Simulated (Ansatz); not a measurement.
# CH5AlSSi: geometry optimisation

Aim: relax CH5AlSSi at this level.

Program: Ansatz 0.2.0. Level of theory: RKS BHLYP-D4/def2-TZVP. These are calculated values, not measurements.

### 1 The system as given

SMILES `C=[SiH][AlH][SH]`, 9 atoms, charge 0, spin multiplicity 1.

Atoms are counted from 1 here; the program's logs count them from 0.

Bond lengths: C1–Si2 1.741 Å, C1–H5 1.103 Å, C1–H6 1.102 Å, Si2–Al3 2.414 Å, Si2–H7 1.505 Å, Al3–S4 2.205 Å, Al3–H8 1.597 Å, S4–H9 1.364 Å. Angles: Si2–C1–H5 121.2°, Si2–C1–H6 123.6°, H5–C1–H6 115.2°, C1–Si2–Al3 119.4°, C1–Si2–H7 117.2°, Al3–Si2–H7 123.4°, Si2–Al3–S4 113.6°, Si2–Al3–H8 127.0°, S4–Al3–H8 119.4°, Al3–S4–H9 94.0°.

As a file:

```xyz
9

C    -0.4655    1.2631   -1.5927
Si    0.8959    0.5298   -0.7922
Al    0.5204   -0.8753    1.1349
S    -1.6126   -1.2438    1.5559
H    -1.4964    1.0908   -1.2399
H    -0.3732    1.9258   -2.4685
H     2.2627    0.8252   -1.3491
H     1.6307   -1.5256    2.0811
H    -1.3620   -1.9900    2.6704
```

### 2 Relaxation

File input.yaml:

```yaml
crystal:
  periodic: [false, false, false]
  atoms:
    - { symbol: C, position_ang: [-0.465474, 1.263135, -1.592651] }
    - { symbol: Si, position_ang: [0.895856, 0.529795, -0.792222] }
    - { symbol: Al, position_ang: [0.520395, -0.875297, 1.134885] }
    - { symbol: S, position_ang: [-1.612646, -1.243841, 1.555947] }
    - { symbol: H, position_ang: [-1.496395, 1.090833, -1.239855] }
    - { symbol: H, position_ang: [-0.373176, 1.925768, -2.468519] }
    - { symbol: H, position_ang: [2.262731, 0.825191, -1.349095] }
    - { symbol: H, position_ang: [1.630688, -1.525601, 2.081057] }
    - { symbol: H, position_ang: [-1.361978, -1.989982, 2.670442] }
basis:
  gaussian: { orbitals: def2-TZVP }
hamiltonian:
  xc: { name: BHLYP }
  dispersion: d4
output:
  forces: true
relax:
  f_tol: 0.003
  max_steps: 120
```

The run is started by

```
$ ansatz run input.yaml --threads 1 --pin off --max-ram 2560MiB --backend cpu --events-out ev --progress --plain --runs-dir out
```

Output:

```text
Warning: RAYON_NUM_THREADS=1 ignored (pool sized by the plan → 1); use --threads N
The last accepted step is kept in <dir> (removed where the run ends without a failure and the disk answers)
Engine: ansatz 0.2.0, aarch64-unknown-linux-gnu
Functional definition: BHLYP
  parameter a = 0.5
  exchange = (1 - a)*b88_x + a*exact_x
  correlation = lyp_c
1305 factors; their error is unknown
mean field evaluation 1: about -26421.1765 eV, gradient 5.1e1 eV
mean field evaluation 2: about -26411.4190 eV, gradient 7.0e1 eV
mean field evaluation 4: about -26428.2960 eV, gradient 2.6e0 eV
mean field evaluation 8: about -26428.3149 eV, gradient 1.1e-1 eV
mean field evaluation 16: about -26428.4665 eV, gradient 1.7e-4 eV
mean field -26428.46652336 eV, -971.2282308755 hartree, gradient 2.4e-5 eV, S^2 0.000000; 0 other end points of the search recorded, 0 dependent functions left out
the calculation of the forces begins
reference -26428.46671820 eV, -971.2282380356 hartree; 27, 27 occupied and 145, 145 virtual orbitals, 1305 factors
relax step   1: F+E_penalty+E_count = -26428.78416365 eV  Δ(F+E_penalty+E_count) = +0.000e0 eV  max|allowed force component| = 8.588e-1 eV/Å  Δτ_max = 0.0000 Å  (29 SCF iters, accepted)
these checks for a lower state are left out or cut short: starts, cluster_reference, orbital_swaps, neighbouring_geometries, increment
1305 factors; their error is unknown
mean field -26428.53605611 eV, -971.2307861568 hartree, gradient 1.5e-5 eV, S^2 0.000000; 0 other end points of the search recorded, 0 dependent functions left out
the calculation of the forces begins
reference -26428.53624965 eV, -971.2307932694 hartree; 27, 27 occupied and 145, 145 virtual orbitals, 1305 factors
relax step   2: F+E_penalty+E_count = -26428.85606322 eV  Δ(F+E_penalty+E_count) = -7.190e-2 eV  max|allowed force component| = 3.093e-1 eV/Å  Δτ_max = 0.0543 Å  (33 SCF iters, accepted)
these checks for a lower state are left out or cut short: starts, cluster_reference, orbital_swaps, neighbouring_geometries, increment
1305 factors; their error is unknown
mean field evaluation 32: about -26428.4826 eV, gradient 1.3e-5 eV
mean field -26428.48259239 eV, -971.2288214014 hartree, gradient 1.3e-5 eV, S^2 0.000000; 0 other end points of the search recorded, 0 dependent functions left out
the calculation of the forces begins
reference -26428.48278573 eV, -971.2288285064 hartree; 27, 27 occupied and 145, 145 virtual orbitals, 1305 factors
relax step   3: F+E_penalty+E_count = -26428.80380093 eV  Δ(F+E_penalty+E_count) = +5.226e-2 eV  max|allowed force component| = 1.100e0 eV/Å  Δτ_max = 0.1276 Å  (31 SCF iters, rejected (line search))
these checks for a lower state are left out or cut short: starts, cluster_reference, orbital_swaps, neighbouring_geometries, increment
1305 factors; their error is unknown
mean field -26428.53633729 eV, -971.2307964901 hartree, gradient 2.3e-5 eV, S^2 0.000000; 0 other end points of the search recorded, 0 dependent functions left out
the calculation of the forces begins
reference -26428.53653065 eV, -971.2308035958 hartree; 27, 27 occupied and 145, 145 virtual orbitals, 1305 factors
relax step   4: F+E_penalty+E_count = -26428.85631000 eV  Δ(F+E_penalty+E_count) = -2.468e-4 eV  max|allowed force component| = 2.668e-1 eV/Å  Δτ_max = 0.0638 Å  (33 SCF iters, accepted)
these checks for a lower state are left out or cut short: starts, cluster_reference, orbital_swaps, neighbouring_geometries, increment
1305 factors; their error is unknown
mean field -26428.52762242 eV, -971.2304762245 hartree, gradient 1.1e-5 eV, S^2 0.000000; 0 other end points of the search recorded, 0 dependent functions left out
the calculation of the forces begins
reference -26428.52781594 eV, -971.2304833361 hartree; 27, 27 occupied and 145, 145 virtual orbitals, 1305 factors
relax step   5: F+E_penalty+E_count = -26428.84694003 eV  Δ(F+E_penalty+E_count) = +9.370e-3 eV  max|allowed force component| = 1.523e-1 eV/Å  Δτ_max = 0.0998 Å  (32 SCF iters, rejected (line search))
these checks for a lower state are left out or cut short: starts, cluster_reference, orbital_swaps, neighbouring_geometries, increment
1305 factors; their error is unknown
mean field -26428.54597026 eV, -971.2311504950 hartree, gradient 1.4e-5 eV, S^2 0.000000; 0 other end points of the search recorded, 0 dependent functions left out
the calculation of the forces begins
reference -26428.54616373 eV, -971.2311576050 hartree; 27, 27 occupied and 145, 145 virtual orbitals, 1305 factors
relax step   6: F+E_penalty+E_count = -26428.86537888 eV  Δ(F+E_penalty+E_count) = -9.069e-3 eV  max|allowed force component| = 1.166e-1 eV/Å  Δτ_max = 0.0499 Å  (32 SCF iters, accepted)
these checks for a lower state are left out or cut short: starts, cluster_reference, orbital_swaps, neighbouring_geometries, increment
1305 factors; their error is unknown
mean field -26428.54665623 eV, -971.2311757040 hartree, gradient 1.4e-5 eV, S^2 0.000000; 0 other end points of the search recorded, 0 dependent functions left out
the calculation of the forces begins
reference -26428.54684952 eV, -971.2311828074 hartree; 27, 27 occupied and 145, 145 virtual orbitals, 1305 factors
relax step   7: F+E_penalty+E_count = -26428.86601852 eV  Δ(F+E_penalty+E_count) = -6.396e-4 eV  max|allowed force component| = 1.554e-2 eV/Å  Δτ_max = 0.0210 Å  (34 SCF iters, accepted)
these checks for a lower state are left out or cut short: starts, cluster_reference, orbital_swaps, neighbouring_geometries, increment
1305 factors; their error is unknown
mean field evaluation 64: about -26428.5466 eV, gradient 8.1e-5 eV
mean field -26428.54657165 eV, -971.2311725958 hartree, gradient 1.4e-5 eV, S^2 0.000000; 0 other end points of the search recorded, 0 dependent functions left out
the calculation of the forces begins
reference -26428.54676488 eV, -971.2311796969 hartree; 27, 27 occupied and 145, 145 virtual orbitals, 1305 factors
relax step   8: F+E_penalty+E_count = -26428.86614155 eV  Δ(F+E_penalty+E_count) = -1.230e-4 eV  max|allowed force component| = 8.039e-3 eV/Å  Δτ_max = 0.0102 Å  (34 SCF iters, accepted)
these checks for a lower state are left out or cut short: starts, cluster_reference, orbital_swaps, neighbouring_geometries, increment
1305 factors; their error is unknown
mean field -26428.54661852 eV, -971.2311743181 hartree, gradient 1.4e-5 eV, S^2 0.000000; 0 other end points of the search recorded, 0 dependent functions left out
the calculation of the forces begins
reference -26428.54681174 eV, -971.2311814189 hartree; 27, 27 occupied and 145, 145 virtual orbitals, 1305 factors
relax step   9: F+E_penalty+E_count = -26428.86617579 eV  Δ(F+E_penalty+E_count) = -3.424e-5 eV  max|allowed force component| = 1.086e-3 eV/Å  Δτ_max = 0.0083 Å  (35 SCF iters, accepted)
these checks for a lower state are left out or cut short: starts, cluster_reference, orbital_swaps, neighbouring_geometries, increment
1305 factors; their error is unknown
mean field -26428.54661266 eV, -971.2311741031 hartree, gradient 1.4e-5 eV, S^2 0.000000; 0 other end points of the search recorded, 0 dependent functions left out
the calculation of the forces begins
reference -26428.54680586 eV, -971.2311812028 hartree; 27, 27 occupied and 145, 145 virtual orbitals, 1305 factors
relax step  10: F+E_penalty+E_count = -26428.86620334 eV  Δ(F+E_penalty+E_count) = -2.755e-5 eV  max|allowed force component| = 6.049e-3 eV/Å  Δτ_max = 0.0175 Å  (34 SCF iters, accepted)
these checks for a lower state are left out or cut short: starts, cluster_reference, orbital_swaps, neighbouring_geometries, increment
1305 factors; their error is unknown
mean field -26428.54654036 eV, -971.2311714461 hartree, gradient 1.4e-5 eV, S^2 0.000000; 0 other end points of the search recorded, 0 dependent functions left out
the calculation of the forces begins
reference -26428.54673354 eV, -971.2311785454 hartree; 27, 27 occupied and 145, 145 virtual orbitals, 1305 factors
relax step  11: F+E_penalty+E_count = -26428.86619579 eV  Δ(F+E_penalty+E_count) = +7.551e-6 eV  max|allowed force component| = 8.430e-3 eV/Å  Δτ_max = 0.0152 Å  (34 SCF iters, rejected (line search))
these checks for a lower state are left out or cut short: starts, cluster_reference, orbital_swaps, neighbouring_geometries, increment
1305 factors; their error is unknown
mean field -26428.54661152 eV, -971.2311740611 hartree, gradient 1.4e-5 eV, S^2 0.000000; 0 other end points of the search recorded, 0 dependent functions left out
the calculation of the forces begins
reference -26428.54680471 eV, -971.2311811606 hartree; 27, 27 occupied and 145, 145 virtual orbitals, 1305 factors
relax step  12: F+E_penalty+E_count = -26428.86621362 eV  Δ(F+E_penalty+E_count) = -1.028e-5 eV  max|allowed force component| = 3.926e-3 eV/Å  Δτ_max = 0.0074 Å  (35 SCF iters, accepted)
these checks for a lower state are left out or cut short: starts, cluster_reference, orbital_swaps, neighbouring_geometries, increment
1305 factors; their error is unknown
mean field evaluation 96: about -26428.3937 eV, gradient 5.5e-1 eV
mean field -26428.54661115 eV, -971.2311740474 hartree, gradient 1.4e-5 eV, S^2 0.000000; 0 other end points of the search recorded, 0 dependent functions left out
the calculation of the forces begins
reference -26428.54680433 eV, -971.2311811468 hartree; 27, 27 occupied and 145, 145 virtual orbitals, 1305 factors
relax step  13: F+E_penalty+E_count = -26428.86620561 eV  Δ(F+E_penalty+E_count) = +8.009e-6 eV  max|allowed force component| = 9.295e-3 eV/Å  Δτ_max = 0.0130 Å  (34 SCF iters, rejected (line search))
these checks for a lower state are left out or cut short: starts, cluster_reference, orbital_swaps, neighbouring_geometries, increment
1305 factors; their error is unknown
mean field -26428.54663241 eV, -971.2311748289 hartree, gradient 1.4e-5 eV, S^2 0.000000; 0 other end points of the search recorded, 0 dependent functions left out
the calculation of the forces begins
reference -26428.54682560 eV, -971.2311819283 hartree; 27, 27 occupied and 145, 145 virtual orbitals, 1305 factors
relax step  14: F+E_penalty+E_count = -26428.86621796 eV  Δ(F+E_penalty+E_count) = -4.334e-6 eV  max|allowed force component| = 2.797e-3 eV/Å  Δτ_max = 0.0064 Å  (35 SCF iters, accepted)
1305 factors; their error is unknown
mean field evaluation 128: about -26428.5466 eV, gradient 2.5e-5 eV
mean field -26428.54663241 eV, -971.2311748289 hartree, gradient 1.9e-5 eV, S^2 0.000000; 1 other end points of the search recorded, 0 dependent functions left out
the calculation of the forces begins
reference -26428.54682560 eV, -971.2311819283 hartree; 27, 27 occupied and 145, 145 virtual orbitals, 1305 factors
Total energy: -26428.86641114 eV, -971.2429264804 hartree
Atom 0 at    -0.451114     1.237365    -1.595837 Å, force     0.001909    -0.000026     0.000189 eV/Å
Atom 1 at     0.881847     0.556927    -0.778350 Å, force     0.000291     0.000865    -0.001151 eV/Å
Atom 2 at     0.502735    -0.876383     1.121009 Å, force    -0.000357    -0.000191     0.001121 eV/Å
Atom 3 at    -1.594562    -1.175142     1.622743 Å, force     0.001047    -0.002073     0.002546 eV/Å
Atom 4 at    -1.461905     1.041294    -1.282406 Å, force     0.000149    -0.000249    -0.000330 eV/Å
Atom 5 at    -0.364347     1.885751    -2.450373 Å, force    -0.000912    -0.000004     0.000393 eV/Å
Atom 6 at     2.229188     0.881365    -1.278159 Å, force    -0.001356    -0.000641     0.000614 eV/Å
Atom 7 at     1.610391    -1.575073     1.979729 Å, force    -0.000295     0.000157    -0.000584 eV/Å
Atom 8 at    -1.352232    -1.976104     2.661633 Å, force    -0.000475     0.002162    -0.002797 eV/Å
Dipole moment:     0.251128    -0.133874     0.162028 e Å
```

It took 2 min on 1 thread of Arm Neoverse V2, shared host; peak memory 0.4 GiB.

Step by step: (the energy doesn't fall at every step)

```tsv
step	energy from step 1 (eV)	largest force component (eV/Å)
1	0.0000	0.8588
2	-0.0719	0.3093
3	-0.0196	1.0996
4	-0.0721	0.2668
5	-0.0628	0.1523
6	-0.0812	0.1166
7	-0.0819	0.0155
8	-0.0820	0.0080
9	-0.0820	0.0011
10	-0.0820	0.0060
11	-0.0820	0.0084
12	-0.0821	0.0039
13	-0.0820	0.0093
14	-0.0821	0.0028
```

Close pairs (by a distance rule), those that changed most:

```tsv
bond	before (Å)	after (Å)	change (Å)
C1–Si2	1.741	1.705	-0.036
Si2–H7	1.505	1.473	-0.032
Al3–H8	1.597	1.566	-0.031
S4–H9	1.364	1.334	-0.030
Al3–S4	2.205	2.177	-0.028
C1–H5	1.103	1.076	-0.027
C1–H6	1.102	1.076	-0.026
Si2–Al3	2.414	2.409	-0.005
```

### 3 Outcome

```
             quantity      value
        energy gained  0.0821 eV
root mean square move    0.069 Å
        dipole moment     1.57 D
```

Bond lengths: C1–Si2 1.705 Å, C1–H5 1.076 Å, C1–H6 1.076 Å, Si2–Al3 2.409 Å, Si2–H7 1.473 Å, Al3–S4 2.177 Å, Al3–H8 1.566 Å, S4–H9 1.334 Å. Angles: Si2–C1–H5 121.5°, Si2–C1–H6 123.9°, H5–C1–H6 114.6°, C1–Si2–Al3 119.5°, C1–Si2–H7 117.7°, Al3–Si2–H7 122.8°, Si2–Al3–S4 114.5°, Si2–Al3–H8 125.9°, S4–Al3–H8 119.6°, Al3–S4–H9 95.0°. No frequencies were computed here.
